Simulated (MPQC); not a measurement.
# CH3K (SMILES [CH3][K]) at MP2/MIDI (Huzinaga) (hessian update BFGS)

Aim: a geometry optimisation of CH3K. 

The results are computed with MPQC 2.3.1.

5 further runs of the same task are left out: 2 that didn't finish, 3 set aside as unsound or not needed.

## Step 1: The structure to begin with

The species is CH3K (5 atoms), meant as a singlet with charge 0. As SMILES, `[CH3][K]`. All atoms were displaced at random from a relaxed shape. The run starts from this shape.

Bond lengths: C1–K2 2.708 Å, C1–H3 1.129 Å, C1–H4 1.076 Å, C1–H5 1.005 Å. Angles: K2–C1–H3 112.4°, K2–C1–H4 112.0°, K2–C1–H5 114.9°, H3–C1–H4 105.9°, H3–C1–H5 102.9°, H4–C1–H5 108.0°.

## Step 2: A structure relaxation at MP2/MIDI (Huzinaga) (hessian update BFGS)

mol.in

```
% emacs should use -*- KeyVal -*- mode
molecule<Molecule>: (
   symmetry = c1
   unit = bohr
   { atoms geometry } = {
      C  [ -0.44202773   0.15106849  -0.27984387 ]
      K  [ 3.94283986  -1.47498604   1.79723726 ]
      H  [ -2.12601370  -0.23077524   0.97338659 ]
      H  [ -0.83756441  -0.77770923  -2.04493122 ]
      H  [ -0.54516520   2.02517035  -0.56676666 ]
   }
)
basis<GaussianBasisSet>: (
   name = "MIDI (Huzinaga)"
   molecule = $:molecule
   puream = no
)
mpqc: (
   checkpoint = no
   savestate = no
   restart = no
   do_energy = yes
   do_gradient = no
   optimize = yes
   coor<SymmMolecularCoor>: (
      molecule = $:molecule
      generator<IntCoorGen>: ( molecule = $:molecule )
   )
   mole<MBPT2>: (
      molecule = $:molecule
      basis = $:basis
      memory = 1000000000
      method = mp
      nfzc = 0
      coor = $..:coor
      reference<CLHF>: (
         molecule = $:molecule
         basis = $:basis
         total_charge = 0
         memory = 1000000000
         print_evals = yes
         maxiter = 100
         guess_wavefunction<CLHF>: (
            molecule = $:molecule
            total_charge = 0
            memory = 1000000000
            value_accuracy = 1e-3
            basis<GaussianBasisSet>: (
               name = "3-21G"
               molecule = $:molecule
            )
         )
      )
   )
   opt<QNewtonOpt>: (
      function = $..:mole
      max_iterations = 40
      update<BFGSUpdate>: ()
      convergence<MolEnergyConvergence>: (
         cartesian = yes
         energy = $..:..:mole
      )
   )
)
```

Launch:

```bash
mpqc mol.in > mol.out
```

The log of the run:

```text
MPQC: Massively Parallel Quantum Chemistry
                                   Version 2.3.1

  Using IntegralV3 by default for molecular integrals evaluation

  IntCoorGen: generated 10 coordinates.
  Forming optimization coordinates:
    SymmMolecularCoor::form_variable_coordinates()
      expected 9 coordinates
      found 9 variable coordinates
      found 0 constant coordinates

      CLSCF::init: total charge = 0

      docc = [ 14 ]
      nbasis = 32

  CLSCF::init: total charge = 0

  docc = [ 14 ]
  nbasis = 26

  Molecular formula CH3K

  MPQC options:
    matrixkit     = <ReplSCMatrixKit>
    restart       = no
    checkpoint    = no
    savestate     = no
    do_energy     = yes
    do_gradient   = no
    optimize      = yes
    write_pdb     = no
    print_mole    = yes
    print_timings = yes
  Using symmetric orthogonalization.
  n(basis):            26
  Maximum orthogonalization residual = 4.34252
  Minimum orthogonalization residual = 0.0189531
  Using symmetric orthogonalization.
  n(basis):            26
  Maximum orthogonalization residual = 4.34252
  Minimum orthogonalization residual = 0.0189531

  Entered memgrp based MP2 routine
  Static memory used per node:    15352 Bytes
  Minimum memory required:        95064 Bytes
  Batch size:                     14
   npass  rest  nbasis  nshell  nfuncmax
    1      0     26       18       3
   nocc   nvir   nfzc   nfzv
    14     12     0      0

  SCF::compute: energy accuracy = 1.0000000e-08

  nuclear repulsion energy =   41.3337930065

  integral intermediate storage = 78103 bytes
  integral cache = 999916281 bytes
  Projecting guess wavefunction into the present basis set

      SCF::compute: energy accuracy = 1.0000000e-03

      nuclear repulsion energy =   41.3337930065

      integral intermediate storage = 49325 bytes
      integral cache = 999942227 bytes
      Starting from core Hamiltonian guess

      Using symmetric orthogonalization.
      n(basis):            32
      Maximum orthogonalization residual = 4.33787
      Minimum orthogonalization residual = 0.0317445
      Beginning iterations.  Basis is 3-21G.
      iter     1 energy = -634.3776465484 delta = 2.93648e-01
      iter     2 energy = -635.4033948740 delta = 7.06277e-02
      iter     3 energy = -635.4542171033 delta = 2.55117e-02
      iter     4 energy = -635.4729118667 delta = 8.39284e-03
      iter     5 energy = -635.4736947794 delta = 3.89954e-03
      iter     6 energy = -635.4737806517 delta = 1.77010e-03

      HOMO is    14   A =  -0.205423
      LUMO is    15   A =  -0.003034

      total scf energy = -635.4737806517

      Projecting the guess density.

        The number of electrons in the guess density = 28
        The number of electrons in the projected density = 27.9581

  Beginning iterations.  Basis is MIDI (Huzinaga).
  iter     1 energy = -635.7219365614 delta = 3.91451e-01
  iter     2 energy = -635.7246631755 delta = 1.08512e-02
  iter     3 energy = -635.7247934851 delta = 2.28222e-03
  iter     4 energy = -635.7248066329 delta = 8.15149e-04
  iter     5 energy = -635.7248115988 delta = 3.03505e-04
  iter     6 energy = -635.7248122515 delta = 2.29376e-04
  iter     7 energy = -635.7248121617 delta = 7.60334e-05
  iter     8 energy = -635.7248121637 delta = 8.94445e-06
  iter     9 energy = -635.7248121632 delta = 1.81408e-06
  iter    10 energy = -635.7248121631 delta = 5.75978e-07
  iter    11 energy = -635.7248121632 delta = 1.62458e-07
  iter    12 energy = -635.7248121632 delta = 3.76987e-08

  A
        1 -132.56226    2.00000
        2  -14.39656    2.00000
        3  -11.38963    2.00000
[... 22 lines of this table left out ...]
       26    1.45070    0.00000

  HOMO is    14   A =  -0.205019
  LUMO is    15   A =   0.016284

  total scf energy = -635.7248121632

  Size of global distributed array:       1059968 Bytes
  Beginning pass 1
  Begin loop over shells (erep, 1.+2. q.t.)
    working on shell pair (  0   0),  0.000% complete (0 of 171)
    working on shell pair (  5   2),  9.942% complete (17 of 171)
    working on shell pair (  7   6), 19.883% complete (34 of 171)
    working on shell pair (  9   6), 29.825% complete (51 of 171)
    working on shell pair ( 11   2), 39.766% complete (68 of 171)
    working on shell pair ( 12   7), 49.708% complete (85 of 171)
    working on shell pair ( 13  11), 59.649% complete (102 of 171)
    working on shell pair ( 14  14), 69.591% complete (119 of 171)
    working on shell pair ( 16   0), 79.532% complete (136 of 171)
    working on shell pair ( 17   0), 89.474% complete (153 of 171)
    working on shell pair ( 17  17), 99.415% complete (170 of 171)
  End of loop over shells
  Begin third q.t.
  End of third q.t.
  Begin fourth q.t.
  End of fourth q.t.
  Begin third and fourth q.b.t.
    working on shell pair (  0   0),  0.000% complete (0 of 171)
    working on shell pair (  5   2),  9.942% complete (17 of 171)
    working on shell pair (  7   6), 19.883% complete (34 of 171)
    working on shell pair (  9   6), 29.825% complete (51 of 171)
    working on shell pair ( 11   2), 39.766% complete (68 of 171)
    working on shell pair ( 12   7), 49.708% complete (85 of 171)
    working on shell pair ( 13  11), 59.649% complete (102 of 171)
    working on shell pair ( 14  14), 69.591% complete (119 of 171)
    working on shell pair ( 16   0), 79.532% complete (136 of 171)
    working on shell pair ( 17   0), 89.474% complete (153 of 171)
    working on shell pair ( 17  17), 99.415% complete (170 of 171)
  End of third and fourth q.b.t.
  Done with pass 1

[... 94 lines left out ...]
  iter     1 energy = -635.7248236087 delta = 3.90716e-01
[... 4 lines left out ...]
  iter     6 energy = -635.7325787966 delta = 2.89038e-04
[... 4 lines left out ...]
  iter    11 energy = -635.7325789650 delta = 1.52862e-07
[... 143 lines left out ...]
  iter     2 energy = -635.7326796648 delta = 1.54583e-03
[... 4 lines left out ...]
  iter     7 energy = -635.7326849197 delta = 1.16907e-05
[... 15 lines left out ...]
  total scf energy = -635.7326849219
[... 132 lines left out ...]
  iter     4 energy = -635.7326056196 delta = 5.12750e-04
[... 4 lines left out ...]
  iter     9 energy = -635.7326071857 delta = 7.51396e-07
[... 143 lines left out ...]
  iter     1 energy = -635.7325033052 delta = 3.91192e-01
[... 4 lines left out ...]
  iter     6 energy = -635.7325356843 delta = 4.86234e-05
[... 4 lines left out ...]
  iter    11 energy = -635.7325356865 delta = 1.72149e-08
[... 143 lines left out ...]
  iter     3 energy = -635.7324189148 delta = 6.73173e-04
[... 4 lines left out ...]
  iter     8 energy = -635.7324200565 delta = 2.76757e-06
[... 135 lines left out ...]
  nuclear repulsion energy =   40.9698635832
[... 12 lines left out ...]
  iter     5 energy = -635.7323839121 delta = 2.39200e-05
[... 4 lines left out ...]
  iter    10 energy = -635.7323839146 delta = 3.88081e-08
[... 143 lines left out ...]
  iter     3 energy = -635.7323405186 delta = 1.57218e-04
[... 4 lines left out ...]
  iter     8 energy = -635.7323407087 delta = 8.92448e-07
[... 139 lines left out ...]
  nuclear repulsion energy =   40.8458163850
[... 12 lines left out ...]
  iter     5 energy = -635.7322842345 delta = 3.69871e-05
[... 4 lines left out ...]
  iter    10 energy = -635.7322842410 delta = 6.57247e-08
[... 147 lines left out ...]
  iter     2 energy = -635.7322046088 delta = 7.43875e-04
[... 4 lines left out ...]
  iter     7 energy = -635.7322085832 delta = 4.45755e-06
[... 15 lines left out ...]
  total scf energy = -635.7322085832
[... 132 lines left out ...]
  iter     4 energy = -635.7321652064 delta = 6.20770e-05
[... 4 lines left out ...]
  iter     9 energy = -635.7321652577 delta = 2.07603e-07
[... 143 lines left out ...]
  iter     1 energy = -635.7321690691 delta = 3.90772e-01
[... 4 lines left out ...]
  iter     6 energy = -635.7321601730 delta = 1.86804e-06
[... 137 lines left out ...]
  nuclear repulsion energy =   40.6414380552
[... 12 lines left out ...]
  iter     5 energy = -635.7321607370 delta = 6.23966e-06
[... 4 lines left out ...]
  iter    10 energy = -635.7321607372 delta = 1.81240e-08
[... 145 lines left out ...]
  iter     3 energy = -635.7321532106 delta = 1.16636e-04
[... 4 lines left out ...]
  iter     8 energy = -635.7321533018 delta = 3.69602e-07
[... 143 lines left out ...]
  iter     1 energy = -635.7321316294 delta = 3.90769e-01
[... 4 lines left out ...]
  iter     6 energy = -635.7321291526 delta = 6.21069e-06
[... 15 lines left out ...]
  total scf energy = -635.7321291524
[... 132 lines left out ...]
  iter     4 energy = -635.7320979867 delta = 4.44885e-05
[... 4 lines left out ...]
  iter     9 energy = -635.7320980243 delta = 1.65788e-07
[... 145 lines left out ...]
  iter     2 energy = -635.7320839298 delta = 5.91346e-05
[... 4 lines left out ...]
  iter     7 energy = -635.7320839582 delta = 9.79592e-07
[... 145 lines left out ...]
  iter     1 energy = -635.7320932148 delta = 3.90739e-01
[... 4 lines left out ...]
  iter     6 energy = -635.7320826686 delta = 1.51482e-06
[... 137 lines left out ...]
  nuclear repulsion energy =   40.5836203848
[... 12 lines left out ...]
  iter     5 energy = -635.7320829714 delta = 7.86701e-06
[... 15 lines left out ...]
  total scf energy = -635.7320829883
[... 49 lines left out ...]
  RHF energy [au]:                   -635.732082988305
  MP2 correlation energy [au]:         -0.106579282504
  MP2 energy [au]:                   -635.838662270809

  D1(MP2)                =   0.05986356
  S2 matrix 1-norm       =   0.05415870
  S2 matrix inf-norm     =   0.10397856
  S2 diagnostic          =   0.01155374

  Largest S2 values (unique determinants):
     1   0.04875065   14   A ->   15   A
     2   0.03200674   14   A ->   16   A
     3  -0.00893597   14   A ->   24   A
     4  -0.00803691   13   A ->   25   A
     5   0.00803678   12   A ->   26   A
     6   0.00735037   14   A ->   23   A
     7   0.00480444   14   A ->   22   A
     8  -0.00376389   11   A ->   15   A
     9  -0.00273254   11   A ->   16   A
    10  -0.00264100   11   A ->   24   A

  D2(MP1) =   0.13348581

  CPHF: iter =  1 rms(P) = 0.0011319073 eps = 0.0000000100
  CPHF: iter =  2 rms(P) = 0.0001143691 eps = 0.0000000100
  CPHF: iter =  3 rms(P) = 0.0000450714 eps = 0.0000000100
  CPHF: iter =  4 rms(P) = 0.0000055736 eps = 0.0000000100
  CPHF: iter =  5 rms(P) = 0.0000006501 eps = 0.0000000100
  CPHF: iter =  6 rms(P) = 0.0000000575 eps = 0.0000000100
  CPHF: iter =  7 rms(P) = 0.0000000058 eps = 0.0000000100

  Total MP2 gradient [au]:
       1   C   0.0000016106   0.0000019709  -0.0000022926
       2   K  -0.0000002696  -0.0000000118   0.0000011968
       3   H   0.0000007243  -0.0000016363   0.0000006231
[... 4 lines of this table left out ...]
  Max Displacement :   0.0000178896   0.0001000000  yes
  Gradient*Displace:   0.0000000001   0.0001000000  yes

  All convergence criteria have been met.
  The optimization has converged.

  Value of the MolecularEnergy: -635.8386622708

  MBPT2:
    Function Parameters:
      value_accuracy    = 4.376712e-07 (1.000000e-06) (computed)
      gradient_accuracy = 0.000000e+00 (3.021967e-08) (computed)
      hessian_accuracy  = 0.000000e+00 (1.000000e-04)

    Molecular Coordinates:
      IntMolecularCoor Parameters:
        update_bmat = no
        scale_bonds = 1
        scale_bends = 1
        scale_tors = 1
        scale_outs = 1
        symmetry_tolerance = 1.000000e-05
        simple_tolerance = 1.000000e-03
        coordinate_tolerance = 1.000000e-07
        have_fixed_values = 0
        max_update_steps = 100
        max_update_disp = 0.500000
        have_fixed_values = 0

      Molecular formula: CH3K
      molecule<Molecule>: (
        symmetry = c1
        unit = "bohr"
        {  n atoms                        geometry                     }={
           1     C [   -0.5365034637     0.1296602305    -0.2732531238]
           2     K [    3.9532790707    -1.4742795871     1.8168043819]
           3     H [   -2.1091490976    -0.3140295930     1.0178588343]
           4     H [   -0.8480735229    -0.8353914875    -2.0922162754]
           5     H [   -0.4674841665     2.1868087670    -0.5901117169]
        }
      )
      Atomic Masses:
         12.00000   38.96371    1.00783    1.00783    1.00783

      Bonds:
        STRE       s1     2.75473    1    2         C-K
        STRE       s2     1.10204    1    3         C-H
        STRE       s3     1.10204    1    4         C-H
        STRE       s4     1.10204    1    5         C-H
      Bends:
        BEND       b1   109.67864    2    1    3      K-C-H
        BEND       b2   109.69017    2    1    4      K-C-H
        BEND       b3   109.25604    3    1    4      H-C-H
        BEND       b4   109.68557    2    1    5      K-C-H
        BEND       b5   109.25698    3    1    5      H-C-H
        BEND       b6   109.25739    4    1    5      H-C-H

      SymmMolecularCoor Parameters:
        change_coordinates = no
        transform_hessian = yes
        max_kappa2 = 10.000000

    Electronic basis:
      GaussianBasisSet:
        nbasis = 26
        nshell = 18
        nprim  = 36
        name = "MIDI (Huzinaga)"
    Reference Wavefunction:
      Function Parameters:
        value_accuracy    = 4.376712e-09 (1.000000e-08) (computed)
        gradient_accuracy = 0.000000e+00 (1.000000e-06)
        hessian_accuracy  = 0.000000e+00 (1.000000e-04)

      Molecule:
        Molecular formula: CH3K
        molecule<Molecule>: (
          symmetry = c1
          unit = "bohr"
          {  n atoms                        geometry                     }={
             1     C [   -0.5365034637     0.1296602305    -0.2732531238]
             2     K [    3.9532790707    -1.4742795871     1.8168043819]
             3     H [   -2.1091490976    -0.3140295930     1.0178588343]
             4     H [   -0.8480735229    -0.8353914875    -2.0922162754]
             5     H [   -0.4674841665     2.1868087670    -0.5901117169]
          }
        )
        Atomic Masses:
           12.00000   38.96371    1.00783    1.00783    1.00783

      Electronic basis:
        GaussianBasisSet:
          nbasis = 26
          nshell = 18
          nprim  = 36
          name = "MIDI (Huzinaga)"
      SCF Parameters:
        maxiter = 100
        density_reset_frequency = 10
        level_shift = 0.000000

      CLSCF Parameters:
        charge = 0
        ndocc = 14
        docc = [ 14 ]

                                         CPU  Wall
mpqc:                                  10.47 10.49
  calc:                                10.46 10.48
    mp2-mem:                           10.44 10.46
      Laj:                              0.49  0.49
        make_gmat for Laj:              0.47  0.47
          gmat:                         0.47  0.47
      Pab and Wab:                      0.00  0.00
      Pkj and Wkj:                      0.94  0.94
        make_gmat for Wkj:              0.49  0.49
          gmat:                         0.49  0.49
      cphf:                             3.17  3.17
        gmat:                           3.15  3.15
      hcore contrib.:                   0.05  0.05
      mp2 passes:                       2.78  2.78
        1. q.b.t.:                      0.01  0.01
        2. q.b.t.:                      0.02  0.02
[... 5 lines of this table left out ...]
        Waj and Laj:                    0.01  0.01
        compute ecorr:                  0.00  0.00
        divide (ia|jb)'s:               0.00  0.00
        erep+1.qt+2.qt:                 1.00  1.00
      overlap contrib.:                 0.01  0.01
      sep 2PDM contrib.:                0.67  0.67
      vector:                           2.24  2.26
        density:                        0.01  0.01
[... 4 lines of this table left out ...]
          ao_gmat:                      1.95  1.97
          init pmax:                    0.00  0.00
          local data:                   0.01  0.01
          setup:                        0.00  0.00
          sum:                          0.00  0.00
          symm:                         0.02  0.02
[... 6 lines of this table left out ...]
            ao_gmat:                    0.03  0.03
            init pmax:                  0.00  0.00
            local data:                 0.00  0.00
            setup:                      0.00  0.00
            sum:                        0.00  0.00
            symm:                       0.00  0.00
  input:                                0.01  0.01
```

Wall time 11 s (1 thread of Arm Neoverse V2, shared host).

The path in brief:

| step | energy from the first frame kept (eV) | largest force (eV/Å) |
| --- | --- | --- |
| 0 | 0.0000 | 4.5394 |
| 1 | -0.2468 | 0.6174 |
| 2 | -0.2527 | 0.4856 |
| 3 | -0.2583 | 0.3029 |
| 4 | -0.2595 | 0.2235 |
| 5 | -0.2605 | 0.1369 |
| 6 | -0.2609 | 0.1311 |
| 7 | -0.2613 | 0.1155 |
| 8 | -0.2619 | 0.0972 |
| 9 | -0.2626 | 0.0838 |
| 10 | -0.2630 | 0.0498 |
| 11 | -0.2631 | 0.0331 |
| 12 | -0.2631 | 0.0296 |
| 13 | -0.2632 | 0.0282 |
| 14 | -0.2632 | 0.0247 |
| 15 | -0.2633 | 0.0136 |
| 16 | -0.2633 | 0.0036 |
| 17 | -0.2633 | 0.0005 |
| 18 | -0.2633 | 0.0002 |

After the run. Bond lengths: C1–K2 2.755 Å, C1–H3 1.102 Å, C1–H4 1.102 Å, C1–H5 1.102 Å. Angles: K2–C1–H3 109.7°, K2–C1–H4 109.7°, K2–C1–H5 109.7°, H3–C1–H4 109.3°, H3–C1–H5 109.3°, H4–C1–H5 109.3°.

## Step 3: Outcome

At MP2/MIDI (Huzinaga) (hessian update BFGS):

| quantity | value |
| --- | --- |
| total energy at the end | -635.83866 Eh |
| HOMO energy (Hartree–Fock orbitals) | -5.38 eV |
| LUMO energy (Hartree–Fock orbitals) | 0.42 eV |
| HOMO–LUMO gap (Hartree–Fock orbitals) | 5.80 eV |
| correlation energy | -106.6 mEh |

**Reading.** At the final geometry: Bond lengths: C1–K2 2.755 Å, C1–H3 1.102 Å, C1–H4 1.102 Å, C1–H5 1.102 Å. Angles: K2–C1–H3 109.7°, K2–C1–H4 109.7°, K2–C1–H5 109.7°, H3–C1–H4 109.3°, H3–C1–H5 109.3°, H4–C1–H5 109.3°. The optimisation took 18 steps and changed the energy by -0.263 eV.
